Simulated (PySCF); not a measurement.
# C20H24 ([4.4]paracyclophane): the cost of one run

Computed with PySCF 2.14.0 and routines of our own; the level stands in each step. Atoms count from 0.

### 1 The system as given

44 atoms, charge 0, multiplicity 1; geometry from: GFN2-xTB.

### 2 NMR shifts: GIAO B3LYP/STO-3G

The job: settings as JSON, then the geometry in Å.

```
{"job": {"kind": "nmr", "basis": "STO-3G", "pop": false, "xc": "B3LYP"}, "charge": 0, "multiplicity": 1}
C     -1.164789     1.563457    -1.303091
C     -1.859245     0.370368    -1.366540
C     -2.351559    -0.235864    -0.218263
C     -2.121101     0.385174     1.000754
C     -1.418867     1.573645     1.065024
C     -0.933874     2.184207    -0.084058
C     -0.150716     3.461451     0.024389
C      1.278949     3.172110     0.503477
C      2.165377     2.609470    -0.612372
C      3.113136     1.511739    -0.108076
C      2.366135     0.221807     0.078431
C      2.031393    -0.546681    -1.028853
C      1.322963    -1.725277    -0.892893
C      0.919562    -2.168544     0.358281
C      1.247730    -1.396078     1.464748
C      1.962993    -0.221538     1.329696
C      0.116189    -3.424958     0.538787
C     -1.363035    -3.084474     0.769677
C     -2.081243    -2.695596    -0.526541
C     -3.078443    -1.546572    -0.320380
H     -0.810413     2.021539    -2.216088
H     -2.031629    -0.096890    -2.326006
H     -2.503717    -0.056676     1.910374
H     -1.251437     2.043982     2.023758
H     -0.116873     3.975395    -0.938224
H     -0.640410     4.121046     0.744729
H      1.723732     4.088391     0.897940
H      1.220315     2.451457     1.320631
H      2.748404     3.417845    -1.059270
H      1.537656     2.179155    -1.394389
H      3.574134     1.829188     0.829483
H      3.906906     1.362394    -0.844037
H      2.339818    -0.219111    -2.011776
H      1.093818    -2.312162    -1.771535
H      0.945044    -1.726849     2.448345
H      2.220598     0.348659     2.211532
H      0.210692    -4.071498    -0.335906
H      0.495030    -3.970058     1.406678
H     -1.410634    -2.254208     1.476015
H     -1.867078    -3.939609     1.225417
H     -2.605318    -3.564916    -0.929561
H     -1.347630    -2.375667    -1.268198
H     -3.761227    -1.511704    -1.172783
H     -3.668032    -1.731159     0.579857
```

Level: GIAO B3LYP/STO-3G NMR shielding, non-relativistic, gas phase.

Command:

```
$ OMP_NUM_THREADS=1 python large_run.py task.json out
```

One launch serves the whole session: the jobs run in the order shown.

**Question.** How long does this first job take on 1 thread of Arm Neoverse N1, shared host, and how much memory does it need?

About 37 s, with a peak of 0.56 GiB.
